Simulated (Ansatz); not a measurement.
# InO₂ (quartet): wave-function methods side by side, def2-SVP

An exercise on one series of results from a longer session: the logs are not shown, and one member is left open.

Program: Ansatz 0.2.0, Gaussian basis. Level of theory: def2-SVP, core rule «outside noble gas», up to 11 orbitals frozen. These are calculated values, not measurements.

To be run: UHF; CCSD(T) on ROHF; CCSD(T) on UHF; BCCD(T) on ROHF; CISD; CCSDT(Q) on ROHF; CCSDT(Q) on UHF; CASSCF and MRCISD+Q, 11 electrons in 10 orbitals; CASSCF and NEVPT2, 11 electrons in 10 orbitals.

49 further runs of the same task are left out: 12 for a known fault of the program, 20 that didn't finish, 17 set aside as unsound or not needed.

### The geometry

The geometry is a PBE0/def2-TZVP stationary point (not a proven minimum). No spin-orbit coupling is included. Elements past krypton take def2 core potentials.

3 atoms, charge 0, spin multiplicity 4.

Atoms are counted from 1 here; the program's logs count them from 0.

Bond lengths: In1–O2 2.055 Å, In1–O3 2.055 Å. Angles: O2–In1–O3 112.6°.

Set-up of the first run:

The input, in.yaml:

```yaml
crystal:
  periodic: [false, false, false]
  atoms:
    - {symbol: In, position_ang: [0.000000, -0.248386, 0.000000]}
    - {symbol: O, position_ang: [0.000000, 0.891259, -1.709721]}
    - {symbol: O, position_ang: [0.000000, 0.891259, 1.709721]}
basis:
  gaussian: {orbitals: def2-SVP}
magnetization: {spin_polarized: true, initial_magnetization: 3}
hamiltonian: {xc: hf}
output: {orbitals: {seedname: orbitals}}
```

Launch:

```sh
$ ansatz run in.yaml --threads 1 --pin off --events-out ev --progress --plain --max-ram 2393MiB
```

Steps of the session up to this table: UHF; CCSD(T) on ROHF; CCSD(T) on UHF; BCCD(T) on ROHF; CISD; CCSDT(Q) on ROHF; CCSDT(Q) on UHF; CASSCF and MRCISD+Q, 11 electrons in 10 orbitals; CASSCF and NEVPT2, 11 electrons in 10 orbitals.

One of the session's tables, all rows but one given; the rest of the session is left out.

| method | from UCCSDT(Q) (kcal/mol) |
| --- | --- |
| ROHF | +230.44 |
| UHF | +222.27 |
| RMP2 | +23.31 |
| UMP2 | +23.38 |
| RCCSD | ? |
| UCCSD | +6.54 |
| RCCSD(T) | +1.87 |
| UCCSD(T) | +1.65 |
| BCCD(T) | +1.88 |
| RCCSDT | +1.03 |
| UCCSDT | +0.74 |
| RCCSDT(Q) | +0.40 |
| UCCSDT(Q) | 0 |
| CASSCF valence | +180.50 |
| NEVPT2 valence | +23.18 |
| MRCISD valence | +14.60 |
| MRCISD+Q valence | +2.45 |

Q: Estimate the row for RCCSD from the others.

**Answer.** from UCCSDT(Q) (kcal/mol): +7.07. In the column «from UCCSDT(Q) (kcal/mol)» it lies between UCCSD (+6.54) and MRCISD valence (+14.60).

Not comparable, so not listed: CISD (they don't share determinant, frozen orbitals or solution with the rows shown, or repeat one).

Caveats from the session: Restricted and unrestricted rows rest on different reference determinants; where their highest levels disagree by more than a few hundredths of an eV, they describe different states and don't form one ladder.
